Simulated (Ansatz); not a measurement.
Crystal: Ca3ZnSe4.

```
Se Zn Ca
1.0
     6.38183    0.00000    0.00000
     0.00000    6.38183    0.00000
     0.00000    0.00000    6.38183
Se Zn Ca
4 1 3
Direct
  0.23009 0.23009 0.23009
  0.23009 0.76991 0.76991
  0.76991 0.23009 0.76991
  0.76991 0.76991 0.23009
  0.00000 0.00000 0.00000
  0.50000 0.00000 0.50000
  0.50000 0.50000 0.00000
  0.00000 0.50000 0.50000
```

The cell comes from a database or a generator and needn't be the stable form of this composition.

Base run:

```yaml
Program: Ansatz 0.2.0
Functional: RPBE
Potentials_or_basis: Ansatz PAW
Cutoff: "420 eV (not typed: the program's choice for these potentials)"
k_mesh: 4 × 4 × 4
Occupations: gaussian, width 0.02 eV
Spin: no spin polarisation
```

Its results: band gap on the k mesh 2.21 eV, indirect (least direct gap 2.27 eV); pressure 1.3 GPa; largest force 0.014 eV/Å.

Task: The run is repeated on the same cell with these changes: functional from RPBE to PBE; occupations from gaussian, width 0.02 eV to gaussian, width 0.05 eV. What comes out?

Result: Band gap on the k mesh 2.04 eV, indirect (least direct gap 2.10 eV); pressure -0.1 GPa; largest force 0.024 eV/Å.

Caveats: the PAW data sets come from PBE, with cores solved anew for the run's functional, which leaves a small shift of forces and pressure (some runs).

A k mesh can miss the band edges.
